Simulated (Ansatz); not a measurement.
# FH6HfNO3: the cost of one run

Method: RKS PBE-D4/def2-SVP, in Ansatz 0.2.0.

1 further run of the same task is left out (it didn't finish).

### 1 The starting structure

Bond lengths: Hf1–O2 2.420 Å, O2–H3 1.010 Å, Hf1–O4 2.070 Å, O4–H5 1.010 Å, Hf1–N6 2.208 Å, N6–H7 1.060 Å, N6–H8 1.060 Å, Hf1–O9 2.069 Å, O9–H10 1.010 Å, Hf1–F11 2.280 Å, Hf1–H12 2.353 Å. Angles (14 of 21 angles, heavy atoms first): O2–Hf1–O4 109.4°, O2–Hf1–N6 109.5°, O2–Hf1–O9 109.5°, O2–Hf1–F11 71.6°, O4–Hf1–N6 109.5°, O4–Hf1–O9 109.5°, O4–Hf1–F11 67.1°, N6–Hf1–O9 109.5°, N6–Hf1–F11 72.9°, O9–Hf1–F11 176.5°, Hf1–O2–H3 109.5°, O2–Hf1–H12 36.5°, O4–Hf1–H12 87.6°, N6–Hf1–H12 91.0°.

Structure file:

```xyz
12

Hf    0.0000    0.0000    0.0000
O     0.0000    0.0000    2.4200
H    -0.9095   -0.2814    2.7571
O     1.9520    0.0000   -0.6893
H     2.2684   -0.9521   -0.8060
N    -1.0409    1.8034   -0.7359
H    -2.0610    1.7482   -1.0186
H    -0.5204    2.7241   -0.8065
O    -0.9750   -1.6891   -0.6893
H    -1.4296   -2.1548    0.0831
F     1.1957    1.8033    0.7189
H     0.7737    1.1668    1.8915
```

### 2 Pulling towards end A

Springs on the bonds that form and break draw the guess towards this end; the thresholds are loose.

Input file input.yaml:

```yaml
crystal:
  periodic: [false, false, false]
  atoms:
    - { symbol: Hf, position_ang: [0.0, 0.0, 0.0] }
    - { symbol: O, position_ang: [0.0, 0.0, 2.42] }
    - { symbol: H, position_ang: [-0.9095, -0.2814, 2.7571] }
    - { symbol: O, position_ang: [1.952, 0.0, -0.6893] }
    - { symbol: H, position_ang: [2.2684, -0.9521, -0.806] }
    - { symbol: "N", position_ang: [-1.0409, 1.8034, -0.7359] }
    - { symbol: H, position_ang: [-2.061, 1.7482, -1.0186] }
    - { symbol: H, position_ang: [-0.5204, 2.7241, -0.8065] }
    - { symbol: O, position_ang: [-0.975, -1.6891, -0.6893] }
    - { symbol: H, position_ang: [-1.4296, -2.1548, 0.0831] }
    - { symbol: F, position_ang: [1.1957, 1.8033, 0.7189] }
    - { symbol: H, position_ang: [0.7737, 1.1668, 1.8915] }
basis:
  gaussian: { orbitals: def2-SVP }
hamiltonian:
  xc: pbe
  dispersion: d4
relax:
  f_tol: 0.15
  max_steps: 25
  restrain:
    - { distance: [0, 10], at: 3.18, k: 30.0 }
    - { distance: [11, 1], at: 2.21, k: 30.0 }
    - { distance: [0, 1], at: 2.07, k: 30.0 }
    - { distance: [11, 10], at: 0.92, k: 30.0 }
output:
  orbitals: {}
```

Run with:

```
> ansatz run input.yaml --threads 4 --pin off --max-ram 5120MiB --backend cpu --events-out ev --progress --plain --runs-dir out
```

Q: Estimate wall time and peak memory on 4 threads of Arm Neoverse V2, shared host.

About 40 s, with a peak of 0.2 GiB.
